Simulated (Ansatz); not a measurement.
# AlN: how the settings move a single-point run

Question: which choices in the input matter for AlN?

The COD entry's cell or inner coordinates are ideal or old and differ from later refinements, so a difference from it is no clean test against experiment.

Method: reference: DFT, r2SCAN, PAW with Ansatz's default frozen-core files, scalar-relativistic; levels and slopes on a fine mesh, independent-particle optical spectra, in Ansatz 0.2.0.

**1. The system as given**

Symmetry: P6_3mc, No. 186, hexagonal system. Conventional cell: a = 3.107 Å, b = 3.107 Å, c = 4.979 Å, α = 90.00°, β = 90.00°, γ = 120.00°. Al (site symmetry 3m) is surrounded by 4 N at 1.89 to 1.90 Å. Around N (site symmetry 3m) lie 4 Al at 1.89 to 1.90 Å.

Structure file:

```cif
data_structure
_symmetry_space_group_name_H-M 'P 1'
_symmetry_Int_Tables_number 1
_cell_length_a 3.1067
_cell_length_b 3.1067
_cell_length_c 4.9785
_cell_angle_alpha 90.000
_cell_angle_beta 90.000
_cell_angle_gamma 120.000
_cell_volume 41.61
loop_
_atom_site_label
_atom_site_type_symbol
_atom_site_fract_x
_atom_site_fract_y
_atom_site_fract_z
_atom_site_occupancy
Al1 Al 0.33333 0.66667 0.99920 1
Al2 Al 0.66667 0.33333 0.49920 1
N1 N 0.33333 0.66667 0.38080 1
N2 N 0.66667 0.33333 0.88080 1
```

**2. Baseline**

File input.yaml:

```yaml
crystal:
  lattice:
    - [3.10669530697, 0.0, 0.0]
    - [-1.55334765348, 2.69047705766, 0.0]
    - [0.0, 0.0, 4.9785176069]
  atoms:
    - { symbol: Al, position: [0.333333333333, 0.666666666667, -0.000801977265] }
    - { symbol: Al, position: [0.666666666667, 0.333333333333, 0.499198022735] }
    - { symbol: "N", position: [0.333333333333, 0.666666666667, 0.380801977265] }
    - { symbol: "N", position: [0.666666666667, 0.333333333333, 0.880801977265] }
kpoints:
  mp_grid: { grid: [8, 8, 6] }
scf:
  occupations: { method: fixed }
hamiltonian:
  xc: r2scan
  pseudopotentials: { kind: paw }
output:
  forces: true
  stress: true
  eigenvalues: true
  eigenstates:
    nscf_kmesh: { grid: [12, 12, 8] }
    de_dk: true
    e_range: [-9, 14.87986938543]
  optics:
    e_range: [0, 20]
    de: 0.2
    sigma: 0.2
    bands: { spectra_wanted_up_to: 20 }
    nscf_kmesh: { grid: [12, 12, 8] }
checkpoint:
  write: ck
  write_wavefunctions: false
```

On the command line:

```bash
$ ansatz run input.yaml --threads 2 --pin off --max-ram 6144MiB --backend cpu --events-out ev --progress --plain --runs-dir out
```

**3. A run with other settings**

Changes to input.yaml since step 2:

```diff
@@ -14,2 +14,5 @@
   occupations: { method: fixed }
+  convergence: { dr2_threshold: 0.0001 }
+  initial_density: { chi_scale: 0.1 }
+  mixing: { algorithm: broyden, beta: 0.3 }
 hamiltonian:
```

(Steps that only read results are left out.)

What does the calculation give? Wanted: for each run, ending; energy change; pressure; gap; force.

As calculated:

```csv
run,ending,energy change,pressure (GPa),gap (eV),force (eV/Å),cycles,time
reference,converged,0,0.0,4.88,0.00,-,41 s
"1: dr2_threshold 0.0001, chi_scale 0.1, mixing.algorithm broyden, mixing.beta 0.3",converged,0.0 meV/atom,0.0,4.88,0.00,6,34 s
```

Residual by cycle in the longest SCF loop of each run; runs are numbered as in the table. The quantity is the density residual dr2, in eV.

```csv
cycle,reference,run 1
1,0.0176,9.37
2,0.0038,1.02
3,1.4e-4,0.257
4,1.5e-5,0.0762
5,1.1e-6,2.2e-4
6,2.5e-7,4.7e-5
7,1.9e-8,-
8,3.5e-10,-
9,3.4e-12,-
```

What this shows: The changed convergence setting, start and mixing doesn't alter the result here (within 0.5 meV/atom).

The gaps are Kohn-Sham values of a semilocal functional, not quasiparticle or optical gaps. Such gaps usually fall short of the measured ones.
